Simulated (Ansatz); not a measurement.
## BH7OSi2, SMILES B[SiH](O)[SiH3]: a single point in a Gaussian basis, step by step

Program: Ansatz's Python interface.

Run as a notebook:

```python
import ansatz
```

```python
mol = (
    ansatz.Crystal.molecule()
    .atom("B", (-1.0489, 1.5941, 0.109))
    .atom("Si", (0.419, 0.4841, -0.2509))
    .atom("O", (0.5878, 0.2997, -1.958))
    .atom("Si", (0.1336, -1.4963, 0.6837))
    .atom("H", (-2.1697, 1.3194, -0.2983))
    .atom("H", (-0.9497, 2.6632, 0.6925))
    .atom("H", (1.6621, 1.0902, 0.3292))
    .atom("H", (1.4964, -0.2045, -2.0482))
    .atom("H", (-1.1541, -2.082, 0.1561))
    .atom("H", (1.2097, -2.3855, 0.4461))
    .atom("H", (-0.1209, -1.3396, 2.1593))
)
```

```python
calc = (
    mol.calculation()
    .basis(gaussian="pcseg-2")
    .functional("pbe0")
)
trace = []
res = calc.session().plan().execute(on_event=trace.append)
rep = res.report
```

    

```python
rep["free_energy_ev"]
```

    -18583.641155049845

```python
rep["published_state_doubts"]
```

    []

```python
type(res).__name__, type(rep).__name__
```

    ('RunOutcome', 'dict')

```python
for event in trace:
    if event["event"] == "mean_field_evaluation" and event["data"]["evaluation"] <= 25:
        print("pass {evaluation:3d}  E = {energy_ev:.6f} eV  gradient {gradient_ev:.1e}".format(**event["data"]))
```

    pass   1  E = -18578.843549 eV  gradient 5.1e+01
    pass   2  E = -18568.584640 eV  gradient 8.9e+01
    pass   3  E = -18583.358633 eV  gradient 9.7e+00
    pass   4  E = -18583.569515 eV  gradient 2.7e+00
    pass   5  E = -18583.590695 eV  gradient 5.2e-01
    pass   6  E = -18583.591768 eV  gradient 1.3e-01
    pass   7  E = -18583.593187 eV  gradient 1.4e-01
    pass   8  E = -18583.593233 eV  gradient 2.3e-02
    pass   9  E = -18583.640902 eV  gradient 4.2e-01
    pass  10  E = -18583.641101 eV  gradient 4.2e-02
    pass  11  E = -18583.641104 eV  gradient 1.7e-02
    pass  12  E = -18583.641104 eV  gradient 3.6e-03
    pass  13  E = -18583.641105 eV  gradient 7.8e-04
    pass  14  E = -18583.641105 eV  gradient 9.6e-05
    pass  15  E = -18583.641105 eV  gradient 1.0e-04
    pass  16  E = -18583.641105 eV  gradient 3.5e-05
    pass  17  E = -18583.641105 eV  gradient 3.5e-05

```python
print(f"E = {rep['free_energy_ev']:.6f} eV = {rep['free_energy_ev'] / 27.211386246:.7f} Ha")
print("converged:", rep["converged"], " doubts:", rep["published_state_doubts"] or "none")
```

    E = -18583.641155 eV = -682.9362160 Ha
    converged: True  doubts: none

These settings explore the input space; basis and method may be short of convergence. The geometry is a force-field or estimated start, not a minimum of this method, and the basis set is short of its limit. Early passes use coarser integrals and grids, so their energies can't be compared with the last. Hardware and time: 7.5 s on 1 thread of Arm Neoverse V1, with other jobs on the host, peak memory 0.44 GiB.

(Lines on the test bed's own set-up are left out of the output.)
